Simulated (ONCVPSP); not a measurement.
# Pseudopotential generation for Ge: ONCV, PBE

Aim: build the potential from the settings below, then test how well it stands in for the atom: other configurations, scattering, ghost states and the plane-wave cutoff that it needs.

Method: ONCVPSP 4.0.1.1 (patched build), PBE, scalar-relativistic.

**1. The atom and the settings**

The settings as typed:

- element: germanium (Ge, Z = 32)
- type: optimised norm-conserving Vanderbilt (ONCV)
- frozen core: [Ne]
- valence charge: 22
- reference configuration: 3s2 3p6 3d10 4s2 4p2
- partial waves: 3s+4s: rc 1.10 bohr, ncon 3, nbas 7, qcut 8.3 1/bohr, 2 projectors; 3p+4p: rc 1.25 bohr, ncon 4, nbas 9, qcut 13.7 1/bohr, 2 projectors; 3d: rc 1.30 bohr, ncon 5, nbas 10, qcut 10.7 1/bohr, 2 projectors, debl 3.2 Ha
- local potential: polynomial inside 1.00 bohr (lpopt 5, dvloc0 0 Ha)
- core correction: not asked for

**2. Generating the potential**

Ge.dat

```
# ATOM AND REFERENCE CONFIGURATION
# atsym  z   nc   nv     iexc    psfile
  Ge 32.00    3    5        4      upf
#
#   n    l    f
    1    0    2.00
    2    0    2.00
    2    1    6.00
    3    0    2.00
    3    1    6.00
    3    2   10.00
    4    0    2.00
    4    1    2.00
#
# PSEUDOPOTENTIAL AND OPTIMIZATION
# lmax
    2
#
#   l,   rc,      ep,       ncon, nbas, qcut
    0    1.10    0.00    3    7    8.30
    1    1.25    0.00    4    9   13.70
    2    1.30    0.00    5   10   10.70
#
# LOCAL POTENTIAL
# lloc, lpopt,  rc(5),   dvloc0
    4    5    1.00    0.00
#
# VANDERBILT-KLEINMAN-BYLANDER PROJECTORs
# l, nproj, debl
    0    2    2.20
    1    2    3.20
    2    2    3.20
#
# MODEL CORE CHARGE
# icmod, fcfact, rcfact
    0    0.00    0.00
#
# LOG DERIVATIVE ANALYSIS
# epsh1, epsh2, depsh
   -8.00    5.00    0.04
#
# OUTPUT GRID
# rlmax, drl
    6.00    0.01
#
# TEST CONFIGURATIONS
# ncnf
    4
# nvcnf
#   n    l    f
    5
    3    0    2.00
    3    1    6.00
    3    2   10.00
    4    0    2.00
    4    1    1.00
#
    5
    3    0    2.00
    3    1    6.00
    3    2   10.00
    4    0    2.00
    4    1    0.00
#
    5
    3    0    2.00
    3    1    6.00
    3    2   10.00
    4    0    1.00
    4    1    0.00
#
    5
    3    0    2.00
    3    1    6.00
    3    2   10.00
    4    0    0.00
    4    1    0.00
#
```

Launch:

```
$ oncvpsp.x < Ge.dat > Ge.out
```

What does the calculation give? Wanted: cutoffs for 1 and 0.1 mHa per electron, occupied waves; bound ghosts; GHOST(+) flags; largest test error; largest phase difference near zero energy, channels read.

As calculated:

| quantity | value |
| --- | --- |
| cutoffs for 1 and 0.1 mHa per electron, occupied waves | 59 Ha and 206 Ha |
| bound ghosts | none found |
| GHOST(+) flags | none at low energy |
| largest test error (AE − PS) | -6.0 meV, for 3s2 3p6 3d10 4s1 4p0 (1 test unsolved) |
| largest phase difference near zero energy, channels read | 0.002 rad |

The worst unpolarised test, 3s2 3p6 3d10 4s1 4p0, is off by 6.0 meV on 57.7 eV; by total energies transferability rates as good where solved. Of the tests 1 gave no usable energy difference, which is a warning in itself. By its cutoff, 59 Ha for the looser tolerance, it is hard. The tighter tolerance needs 206 Ha, and converged work needs a cutoff nearer that. It is free of bound ghosts as far as tested. Near zero energy the phases of the channels with partial waves agree within 0.002 rad.
